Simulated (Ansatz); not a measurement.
**H9NO2Si (built from SMILES N[SiH3].O.O): search for a transition state**

Aim: find the saddle point of a ligand exchange through a proton shuttle that is to form Si1–O7, H6–O9, H2–H8 and break Si1–H2, H6–O7, H8–O9, prove it by its vibrations, and relax downhill on both sides to see what it joins.

The runs use Ansatz 0.2.0, Gaussian basis; PBE0-D4, def2-SVP first, then def2-TZVP.

190 further runs of the same task are left out: 190 set aside as unsound or not needed.

### Step 1. Where the work starts

The guess: 13 atoms, charge 0, spin multiplicity 1.

Atoms are counted from 1 here; the program's logs count them from 0.

Bond lengths: Si1–H3 1.495 Å, Si1–H4 1.456 Å, Si1–N5 1.729 Å, Si1–O7 1.773 Å, N5–H10 1.007 Å, N5–H11 1.007 Å, H6–O7 1.203 Å, H6–O9 1.245 Å, O7–H12 0.957 Å, H8–O9 1.158 Å, O9–H13 0.961 Å. Angles: H3–Si1–H4 99.9°, H3–Si1–N5 95.8°, H3–Si1–O7 93.5°, H4–Si1–N5 140.1°, H4–Si1–O7 106.5°, N5–Si1–O7 108.9°, Si1–N5–H10 116.1°, Si1–N5–H11 119.0°, H10–N5–H11 109.7°, O7–H6–O9 166.5°, Si1–O7–H6 112.3°, Si1–O7–H12 110.7°, H6–O7–H12 110.1°, H6–O9–H8 84.7°, H6–O9–H13 108.2°, H8–O9–H13 106.4°.

Geometry (Å):

```xyz
13
charge 0, multiplicity 1
Si   -0.6704   -0.6464    0.5491
H     0.7774    0.6573    0.9533
H    -1.7548   -1.6207    0.2180
H     0.1228   -1.4566    1.4632
N    -1.6892    0.7501    0.5589
H     1.0904   -0.1203   -1.1346
O     0.0946   -0.7886   -1.0444
H     1.5796    0.8284    0.0854
O     2.0673    0.6288   -0.9462
H    -2.6181    0.6181    0.9233
H    -1.3155    1.6242    0.8919
H    -0.5228   -0.5545   -1.7374
H     2.8389    0.0803   -0.7804
```

Distances that are to change: Si1–O7 1.77 Å, H6–O9 1.25 Å, H2–H8 1.19 Å, Si1–H2 1.99 Å, H6–O7 1.20 Å, H8–O9 1.16 Å.

### Step 2. Relaxing the guess with the reacting distances held

hold/in.yaml

```yaml
crystal:
  periodic: [false, false, false]
  atoms:
    - {symbol: Si, position_ang: [-0.670400, -0.646400, 0.549100]}
    - {symbol: H, position_ang: [0.777400, 0.657300, 0.953300]}
    - {symbol: H, position_ang: [-1.754800, -1.620700, 0.218000]}
    - {symbol: H, position_ang: [0.122800, -1.456600, 1.463200]}
    - {symbol: N, position_ang: [-1.689200, 0.750100, 0.558900]}
    - {symbol: H, position_ang: [1.090400, -0.120300, -1.134600]}
    - {symbol: O, position_ang: [0.094600, -0.788600, -1.044400]}
    - {symbol: H, position_ang: [1.579600, 0.828400, 0.085400]}
    - {symbol: O, position_ang: [2.067300, 0.628800, -0.946200]}
    - {symbol: H, position_ang: [-2.618100, 0.618100, 0.923300]}
    - {symbol: H, position_ang: [-1.315500, 1.624200, 0.891900]}
    - {symbol: H, position_ang: [-0.522800, -0.554500, -1.737400]}
    - {symbol: H, position_ang: [2.838900, 0.080300, -0.780400]}
basis:
  gaussian: {orbitals: def2-SVP}
hamiltonian: {xc: pbe0, dispersion: d4}
relax: {f_tol: 0.04, max_steps: 150, escape_saddle: false, constraints: [{distance: [0, 6]}, {distance: [5, 8]}, {distance: [1, 7]}, {distance: [0, 1]}, {distance: [5, 6]}, {distance: [7, 8]}]}
```

Command:

```sh
> ansatz run in.yaml --threads 8 --pin off --events-out ev --progress --plain --max-ram 19148MiB
```

The log of the run:

```text
Functional definition: PBE0
  name "PBE0"
  cite "Adamo & Barone, J. Chem. Phys. 110, 6158 (1999) doi:10.1063/1.478522"
  cite "Perdew, Burke & Ernzerhof, Phys. Rev. Lett. 77, 3865 (1996) doi:10.1103/PhysRevLett.77.3865"
  parent pbe
  parameter a = 0.25
  parameter kappa = 0.804
  parameter beta = 0.06672455060314922
  exchange = (1 - a)*pbe_x(kappa = kappa, mu = beta*pi^2/3) + a*exact_x
  correlation = pbe_c(beta = beta)
1112 factors; integrals over basis functions are off by at most 3.9e-4 eV
mean field evaluation 1: about -13582.6649 eV, gradient 6.8e1 eV
mean field evaluation 2: about -13574.0376 eV, gradient 9.3e1 eV
mean field evaluation 4: about -13591.1063 eV, gradient 4.0e0 eV
mean field evaluation 8: about -13591.1493 eV, gradient 5.7e-2 eV
mean field -13591.14932270 eV, -499.4655251975 hartree, gradient 1.2e-5 eV, S^2 0.000000; 0 other end points of the search recorded, 0 dependent functions left out
the calculation of the forces begins
reference -13591.14935019 eV, -499.4655262078 hartree; 23, 23 occupied and 82, 82 virtual orbitals, 1112 factors
relax step   1: F+E_penalty+E_count = -13591.34086855 eV  Δ(F+E_penalty+E_count) = +0.000e0 eV  max|allowed force component| = 6.081e-1 eV/Å  Δτ_max = 0.0000 Å  (25 SCF iters, accepted)
  distance Si 0 - O 6 held at 1.773327 Å   reaction = +5.1927e-2 eV/Å
  distance H 5 - O 8 held at 1.245383 Å   reaction = +1.0236e0 eV/Å
  distance H 1 - H 7 held at 1.194174 Å   reaction = +5.9179e-1 eV/Å
  distance Si 0 - H 1 held at 1.989758 Å   reaction = +3.2367e-1 eV/Å
  distance H 5 - O 6 held at 1.202655 Å   reaction = +6.8801e-1 eV/Å
  distance H 7 - O 8 held at 1.158400 Å   reaction = +6.5333e-1 eV/Å
these checks for a lower state are left out or cut short: starts, cluster_reference, orbital_swaps, neighbouring_geometries, increment
1112 factors; integrals over basis functions are off by at most 4.7e-4 eV
mean field evaluation 16: about -13590.9668 eV, gradient 8.2e0 eV
mean field -13591.19889393 eV, -499.4673469065 hartree, gradient 1.0e-5 eV, S^2 0.000000; 0 other end points of the search recorded, 0 dependent functions left out
the calculation of the forces begins
reference -13591.19892154 eV, -499.4673479210 hartree; 23, 23 occupied and 82, 82 virtual orbitals, 1112 factors
relax step   2: F+E_penalty+E_count = -13591.39044416 eV  Δ(F+E_penalty+E_count) = -4.958e-2 eV  max|allowed force component| = 5.978e-1 eV/Å  Δτ_max = 0.1947 Å  (27 SCF iters, accepted)
  distance Si 0 - O 6 held at 1.773327 Å   reaction = -3.5989e-1 eV/Å
  distance H 5 - O 8 held at 1.245383 Å   reaction = +9.6486e-1 eV/Å
  distance H 1 - H 7 held at 1.194174 Å   reaction = +8.3831e-1 eV/Å
  distance Si 0 - H 1 held at 1.989758 Å   reaction = +4.6133e-1 eV/Å
  distance H 5 - O 6 held at 1.202655 Å   reaction = +2.7858e-1 eV/Å
  distance H 7 - O 8 held at 1.158400 Å   reaction = +5.0559e-1 eV/Å
these checks for a lower state are left out or cut short: starts, cluster_reference, orbital_swaps, neighbouring_geometries, increment
1112 factors; integrals over basis functions are off by at most 4.6e-4 eV
mean field -13591.25246223 eV, -499.4693155051 hartree, gradient 5.5e-5 eV, S^2 0.000000; 0 other end points of the search recorded, 0 dependent functions left out
the calculation of the forces begins
reference -13591.25249000 eV, -499.4693165256 hartree; 23, 23 occupied and 82, 82 virtual orbitals, 1112 factors
relax step   3: F+E_penalty+E_count = -13591.44313452 eV  Δ(F+E_penalty+E_count) = -5.269e-2 eV  max|allowed force component| = 5.021e-1 eV/Å  Δτ_max = 0.1256 Å  (25 SCF iters, accepted)
  distance Si 0 - O 6 held at 1.773327 Å   reaction = -4.3656e-1 eV/Å
  distance H 5 - O 8 held at 1.245383 Å   reaction = +9.2850e-1 eV/Å
  distance H 1 - H 7 held at 1.194174 Å   reaction = +6.3825e-1 eV/Å
  distance Si 0 - H 1 held at 1.989758 Å   reaction = +3.4233e-1 eV/Å
  distance H 5 - O 6 held at 1.202655 Å   reaction = +2.6582e-1 eV/Å
  distance H 7 - O 8 held at 1.158400 Å   reaction = +4.9604e-1 eV/Å
these checks for a lower state are left out or cut short: starts, cluster_reference, orbital_swaps, neighbouring_geometries, increment
1112 factors; integrals over basis functions are off by at most 4.4e-4 eV
mean field evaluation 32: about -13591.2958 eV, gradient 6.7e-4 eV
mean field -13591.29578883 eV, -499.4709077282 hartree, gradient 2.6e-5 eV, S^2 0.000000; 0 other end points of the search recorded, 0 dependent functions left out
the calculation of the forces begins
reference -13591.29581664 eV, -499.4709087504 hartree; 23, 23 occupied and 82, 82 virtual orbitals, 1112 factors
relax step   4: F+E_penalty+E_count = -13591.48471154 eV  Δ(F+E_penalty+E_count) = -4.158e-2 eV  max|allowed force component| = 5.073e-1 eV/Å  Δτ_max = 0.1999 Å  (26 SCF iters, accepted)
  distance Si 0 - O 6 held at 1.773327 Å   reaction = -7.2036e-1 eV/Å
  distance H 5 - O 8 held at 1.245383 Å   reaction = +7.3482e-1 eV/Å
  distance H 1 - H 7 held at 1.194174 Å   reaction = +7.1202e-1 eV/Å
  distance Si 0 - H 1 held at 1.989758 Å   reaction = +5.7376e-1 eV/Å
  distance H 5 - O 6 held at 1.202655 Å   reaction = -6.4449e-2 eV/Å
  distance H 7 - O 8 held at 1.158400 Å   reaction = +6.0768e-1 eV/Å
these checks for a lower state are left out or cut short: starts, cluster_reference, orbital_swaps, neighbouring_geometries, increment
1112 factors; integrals over basis functions are off by at most 4.9e-4 eV
mean field -13591.27478911 eV, -499.4701360029 hartree, gradient 7.6e-6 eV, S^2 0.000000; 0 other end points of the search recorded, 0 dependent functions left out
the calculation of the forces begins
reference -13591.27481716 eV, -499.4701370337 hartree; 23, 23 occupied and 82, 82 virtual orbitals, 1112 factors
relax step   5: F+E_penalty+E_count = -13591.46433245 eV  Δ(F+E_penalty+E_count) = +2.038e-2 eV  max|allowed force component| = 1.069e0 eV/Å  Δτ_max = 0.2000 Å  (28 SCF iters, rejected (line search))
  distance Si 0 - O 6 held at 1.773327 Å   reaction = +1.7739e-1 eV/Å
  distance H 5 - O 8 held at 1.245383 Å   reaction = +1.3158e0 eV/Å
  distance H 1 - H 7 held at 1.194174 Å   reaction = +5.0672e-1 eV/Å
  distance Si 0 - H 1 held at 1.989758 Å   reaction = +1.2438e-1 eV/Å
  distance H 5 - O 6 held at 1.202655 Å   reaction = +1.0078e0 eV/Å
  distance H 7 - O 8 held at 1.158400 Å   reaction = +5.5971e-1 eV/Å
these checks for a lower state are left out or cut short: starts, cluster_reference, orbital_swaps, neighbouring_geometries, increment
1112 factors; integrals over basis functions are off by at most 4.5e-4 eV
mean field -13591.32122717 eV, -499.4718425701 hartree, gradient 6.8e-5 eV, S^2 0.000000; 0 other end points of the search recorded, 0 dependent functions left out
the calculation of the forces begins
reference -13591.32125508 eV, -499.4718435959 hartree; 23, 23 occupied and 82, 82 virtual orbitals, 1112 factors
relax step   6: F+E_penalty+E_count = -13591.51001538 eV  Δ(F+E_penalty+E_count) = -2.530e-2 eV  max|allowed force component| = 1.883e-1 eV/Å  Δτ_max = 0.1000 Å  (24 SCF iters, accepted)
  distance Si 0 - O 6 held at 1.773327 Å   reaction = -5.7355e-1 eV/Å
  distance H 5 - O 8 held at 1.245383 Å   reaction = +8.6908e-1 eV/Å
  distance H 1 - H 7 held at 1.194174 Å   reaction = +6.7380e-1 eV/Å
  distance Si 0 - H 1 held at 1.989758 Å   reaction = +5.2493e-1 eV/Å
  distance H 5 - O 6 held at 1.202655 Å   reaction = +1.3209e-1 eV/Å
  distance H 7 - O 8 held at 1.158400 Å   reaction = +6.0378e-1 eV/Å
these checks for a lower state are left out or cut short: starts, cluster_reference, orbital_swaps, neighbouring_geometries, increment
1112 factors; integrals over basis functions are off by at most 4.7e-4 eV
mean field -13591.33153231 eV, -499.4722212768 hartree, gradient 5.9e-5 eV, S^2 0.000000; 0 other end points of the search recorded, 0 dependent functions left out
the calculation of the forces begins
reference -13591.33156029 eV, -499.4722223052 hartree; 23, 23 occupied and 82, 82 virtual orbitals, 1112 factors
relax step   7: F+E_penalty+E_count = -13591.52029431 eV  Δ(F+E_penalty+E_count) = -1.028e-2 eV  max|allowed force component| = 1.162e-1 eV/Å  Δτ_max = 0.1000 Å  (24 SCF iters, accepted)
  distance Si 0 - O 6 held at 1.773327 Å   reaction = -5.1391e-1 eV/Å
  distance H 5 - O 8 held at 1.245383 Å   reaction = +9.1698e-1 eV/Å
  distance H 1 - H 7 held at 1.194174 Å   reaction = +6.4034e-1 eV/Å
  distance Si 0 - H 1 held at 1.989758 Å   reaction = +5.0663e-1 eV/Å
  distance H 5 - O 6 held at 1.202655 Å   reaction = +1.9549e-1 eV/Å
  distance H 7 - O 8 held at 1.158400 Å   reaction = +6.0259e-1 eV/Å
these checks for a lower state are left out or cut short: starts, cluster_reference, orbital_swaps, neighbouring_geometries, increment
1112 factors; integrals over basis functions are off by at most 4.8e-4 eV
mean field -13591.33663751 eV, -499.4724088897 hartree, gradient 6.5e-5 eV, S^2 0.000000; 0 other end points of the search recorded, 0 dependent functions left out
the calculation of the forces begins
reference -13591.33666552 eV, -499.4724099192 hartree; 23, 23 occupied and 82, 82 virtual orbitals, 1112 factors
relax step   8: F+E_penalty+E_count = -13591.52526903 eV  Δ(F+E_penalty+E_count) = -4.975e-3 eV  max|allowed force component| = 2.783e-2 eV/Å  Δτ_max = 0.1021 Å  (23 SCF iters, accepted)
  distance Si 0 - O 6 held at 1.773327 Å   reaction = -4.3586e-1 eV/Å
  distance H 5 - O 8 held at 1.245383 Å   reaction = +9.5854e-1 eV/Å
  distance H 1 - H 7 held at 1.194174 Å   reaction = +6.2232e-1 eV/Å
  distance Si 0 - H 1 held at 1.989758 Å   reaction = +5.2624e-1 eV/Å
  distance H 5 - O 6 held at 1.202655 Å   reaction = +2.5718e-1 eV/Å
  distance H 7 - O 8 held at 1.158400 Å   reaction = +6.0614e-1 eV/Å
these checks for a lower state are left out or cut short: starts, cluster_reference, orbital_swaps, neighbouring_geometries, increment
1112 factors; integrals over basis functions are off by at most 4.8e-4 eV
mean field -13591.33706742 eV, -499.4724246886 hartree, gradient 6.2e-5 eV, S^2 0.000000; 0 other end points of the search recorded, 0 dependent functions left out
the calculation of the forces begins
reference -13591.33709546 eV, -499.4724257189 hartree; 23, 23 occupied and 82, 82 virtual orbitals, 1112 factors
relax step   9: F+E_penalty+E_count = -13591.52567842 eV  Δ(F+E_penalty+E_count) = -4.094e-4 eV  max|allowed force component| = 6.518e-2 eV/Å  Δτ_max = 0.0373 Å  (24 SCF iters, accepted)
  distance Si 0 - O 6 held at 1.773327 Å   reaction = -4.7001e-1 eV/Å
  distance H 5 - O 8 held at 1.245383 Å   reaction = +9.3465e-1 eV/Å
  distance H 1 - H 7 held at 1.194174 Å   reaction = +6.1449e-1 eV/Å
  distance Si 0 - H 1 held at 1.989758 Å   reaction = +5.3733e-1 eV/Å
  distance H 5 - O 6 held at 1.202655 Å   reaction = +2.2371e-1 eV/Å
  distance H 7 - O 8 held at 1.158400 Å   reaction = +6.1319e-1 eV/Å
these checks for a lower state are left out or cut short: starts, cluster_reference, orbital_swaps, neighbouring_geometries, increment
1112 factors; integrals over basis functions are off by at most 4.8e-4 eV
mean field evaluation 64: about -13591.3370 eV, gradient 7.5e-2 eV
mean field -13591.33698328 eV, -499.4724215965 hartree, gradient 6.5e-5 eV, S^2 0.000000; 0 other end points of the search recorded, 0 dependent functions left out
the calculation of the forces begins
reference -13591.33701132 eV, -499.4724226268 hartree; 23, 23 occupied and 82, 82 virtual orbitals, 1112 factors
relax step  10: F+E_penalty+E_count = -13591.52568854 eV  Δ(F+E_penalty+E_count) = -1.013e-5 eV  max|allowed force component| = 2.821e-2 eV/Å  Δτ_max = 0.0314 Å  (25 SCF iters, accepted)
  distance Si 0 - O 6 held at 1.773327 Å   reaction = -4.4955e-1 eV/Å
  distance H 5 - O 8 held at 1.245383 Å   reaction = +9.5564e-1 eV/Å
  distance H 1 - H 7 held at 1.194174 Å   reaction = +6.0698e-1 eV/Å
  distance Si 0 - H 1 held at 1.989758 Å   reaction = +5.3430e-1 eV/Å
  distance H 5 - O 6 held at 1.202655 Å   reaction = +2.6022e-1 eV/Å
  distance H 7 - O 8 held at 1.158400 Å   reaction = +6.0580e-1 eV/Å
1112 factors; integrals over basis functions are off by at most 4.8e-4 eV
mean field -13591.33698328 eV, -499.4724215965 hartree, gradient 6.5e-5 eV, S^2 0.000000; 1 other end points of the search recorded, 0 dependent functions left out
the calculation of the forces begins
reference -13591.33701132 eV, -499.4724226268 hartree; 23, 23 occupied and 82, 82 virtual orbitals, 1112 factors
Total energy: -13591.52571658 eV, -499.4793574173 hartree
Atom 0 at    -0.710144    -0.626057     0.513588 Å, force     0.192258     0.337550     0.510549 eV/Å
Atom 1 at     0.828306     0.555188     0.957395 Å, force    -0.092607    -0.147962    -0.608708 eV/Å
Atom 2 at    -1.850099    -1.496477    -0.001968 Å, force    -0.005450     0.005482     0.007363 eV/Å
Atom 3 at    -0.089150    -1.496746     1.551046 Å, force    -0.011021    -0.004932    -0.000673 eV/Å
Atom 4 at    -1.621403     0.795785     0.802257 Å, force     0.015555    -0.010885    -0.011430 eV/Å
Atom 5 at     1.119660    -0.081756    -1.224529 Å, force     0.477614     0.499085     0.200945 eV/Å
Atom 6 at     0.183977    -0.805415    -1.007289 Å, force     0.440350     0.100222    -0.425221 eV/Å
Atom 7 at     1.514389     0.835964     0.021176 Å, force    -0.071157    -0.194779    -0.062809 eV/Å
Atom 8 at     2.006501     0.769618    -1.025396 Å, force    -0.950814    -0.600826     0.385351 eV/Å
Atom 9 at    -2.634022     0.772680     0.777523 Å, force     0.009176     0.005681     0.000152 eV/Å
Atom 10 at    -1.227989     1.622413     1.232484 Å, force     0.003787     0.002926     0.004396 eV/Å
Atom 11 at    -0.346243    -1.132763    -1.743359 Å, force    -0.006775     0.008430    -0.005488 eV/Å
Atom 12 at     2.826416     0.287666    -0.852826 Å, force    -0.000917     0.000007     0.005573 eV/Å
Dipole moment:     0.101123    -0.092281    -0.443456 e Å
```

It took 8.5 s on 8 threads of Arm Neoverse V2, shared host.

Step by step: (the energy doesn't fall at every step)

| step | energy from step 1 (eV) | largest force component (eV/Å) |
| --- | --- | --- |
| 1 | 0.0000 | 0.6081 |
| 2 | -0.0496 | 0.5978 |
| 3 | -0.1023 | 0.5021 |
| 4 | -0.1438 | 0.5073 |
| 5 | -0.1235 | 1.0692 |
| 6 | -0.1691 | 0.1883 |
| 7 | -0.1794 | 0.1162 |
| 8 | -0.1844 | 0.0278 |
| 9 | -0.1848 | 0.0652 |
| 10 | -0.1848 | 0.0282 |

Close pairs (by a distance rule), those that changed most:

| bond | before (Å) | after (Å) | change (Å) |
| --- | --- | --- | --- |
| Si1–H4 | 1.456 | 1.490 | +0.034 |
| Si1–H3 | 1.495 | 1.524 | +0.029 |
| Si1–N5 | 1.729 | 1.713 | -0.015 |
| O7–H12 | 0.957 | 0.964 | +0.007 |
| N5–H10 | 1.007 | 1.013 | +0.007 |
| O9–H13 | 0.961 | 0.967 | +0.006 |
| N5–H11 | 1.007 | 1.012 | +0.004 |
| H6–O9 | 1.245 | 1.245 | -0.000 |

### Step 3. A starting Hessian

hessian/in.yaml

```yaml
crystal:
  periodic: [false, false, false]
  atoms:
    - {symbol: Si, position_ang: [-0.710144, -0.626057, 0.513588]}
    - {symbol: H, position_ang: [0.828306, 0.555188, 0.957395]}
    - {symbol: H, position_ang: [-1.850099, -1.496477, -0.001968]}
    - {symbol: H, position_ang: [-0.089150, -1.496746, 1.551046]}
    - {symbol: N, position_ang: [-1.621403, 0.795785, 0.802257]}
    - {symbol: H, position_ang: [1.119660, -0.081756, -1.224529]}
    - {symbol: O, position_ang: [0.183977, -0.805415, -1.007289]}
    - {symbol: H, position_ang: [1.514389, 0.835964, 0.021176]}
    - {symbol: O, position_ang: [2.006501, 0.769618, -1.025396]}
    - {symbol: H, position_ang: [-2.634022, 0.772680, 0.777523]}
    - {symbol: H, position_ang: [-1.227989, 1.622413, 1.232484]}
    - {symbol: H, position_ang: [-0.346243, -1.132763, -1.743359]}
    - {symbol: H, position_ang: [2.826416, 0.287666, -0.852826]}
basis:
  gaussian: {orbitals: def2-SVP}
hamiltonian: {xc: pbe0, dispersion: d4}
phonons: {}
scf: {lower_state_search: off}
```

Command:

```sh
> ansatz run in.yaml --threads 8 --pin off --events-out ev --progress --plain --max-ram 19148MiB
```

The log of the run, shortened:

```text
[... 5 set-up lines as earlier in the session ...]
[...]
1114 factors; integrals over basis functions are off by at most 4.5e-4 eV
[...]
mean field -13591.33700893 eV, -499.4724225390 hartree, gradient 2.6e-6 eV, S^2 0.000000; 0 other end points of the search recorded, 0 dependent functions left out
[...]
WARN: phonons: modes at or below zero, which the zero-point energy, F, S and C_V leave out: 1, the lowest at -1461.35 cm⁻¹. A minimum has none, and a first-order saddle one
[...]
Atom 12 at     2.826416     0.287666    -0.852826 Å, force    -0.000953    -0.000048     0.005576 eV/Å
Dipole moment:     0.101119    -0.092281    -0.443455 e Å
Vibrations: -1461.35 133.86 207.28 264.21 305.38 326.42 418.80 527.12 551.50 574.18 643.26 660.54 711.04 798.35 822.01 890.46 917.57 964.78 1004.00 1061.68 1222.17 1365.19 1480.45 1510.47 1590.36 1624.78 1868.87 2070.25 2226.47 3613.24 3738.92 3858.89 3887.86 cm⁻¹, zero-point energy 2.593771 eV
Checks for a lower state left out: stability, starts, cluster_reference, orbital_swaps, neighbouring_geometries, increment
```

It took 32 s on 8 threads of Arm Neoverse V2, shared host.

The structure is not stationary yet, so these wavenumbers are no spectrum; the search needs only the force constants.

### Step 4. Saddle search in the small basis

The search itself is an outer loop (partitioned rational-function steps, Bofill update of the Hessian). Each step is one single-point run with forces. It stops when the largest force is under 0.04 eV/Å and the followed curvature is negative. The first step's input:

presaddle/in.yaml

```yaml
crystal:
  periodic: [false, false, false]
  atoms:
    - {symbol: Si, position_ang: [-0.710144, -0.626057, 0.513588]}
    - {symbol: H, position_ang: [0.828306, 0.555188, 0.957395]}
    - {symbol: H, position_ang: [-1.850099, -1.496477, -0.001968]}
    - {symbol: H, position_ang: [-0.089150, -1.496746, 1.551046]}
    - {symbol: N, position_ang: [-1.621403, 0.795785, 0.802257]}
    - {symbol: H, position_ang: [1.119660, -0.081756, -1.224529]}
    - {symbol: O, position_ang: [0.183977, -0.805415, -1.007289]}
    - {symbol: H, position_ang: [1.514389, 0.835964, 0.021176]}
    - {symbol: O, position_ang: [2.006501, 0.769618, -1.025396]}
    - {symbol: H, position_ang: [-2.634022, 0.772680, 0.777523]}
    - {symbol: H, position_ang: [-1.227989, 1.622413, 1.232484]}
    - {symbol: H, position_ang: [-0.346243, -1.132763, -1.743359]}
    - {symbol: H, position_ang: [2.826416, 0.287666, -0.852826]}
basis:
  gaussian: {orbitals: def2-SVP}
hamiltonian: {xc: pbe0, dispersion: d4}
output: {forces: true}
scf: {lower_state_search: off}
```

Command:

```sh
> ansatz run in.yaml --threads 8 --pin off --events-out ev --progress --plain --max-ram 19148MiB
```

Step by step:

| step | energy (eV) | largest force (eV/Å) | followed curvature (eV/Å²) |
| --- | --- | --- | --- |
| 1 | -13591.52575 | 0.9508 | -11.15 |
| 2 | -13591.67124 | 0.3263 | -11.14 |
| 3 | -13591.68353 | 0.0769 | -11.02 |
| 4 | -13591.68395 | 0.0291 | -11.03 |

The 4 steps took 1.8 s in all (8 threads of Arm Neoverse V2, shared host).

(Part 1 of 3 ends here.)
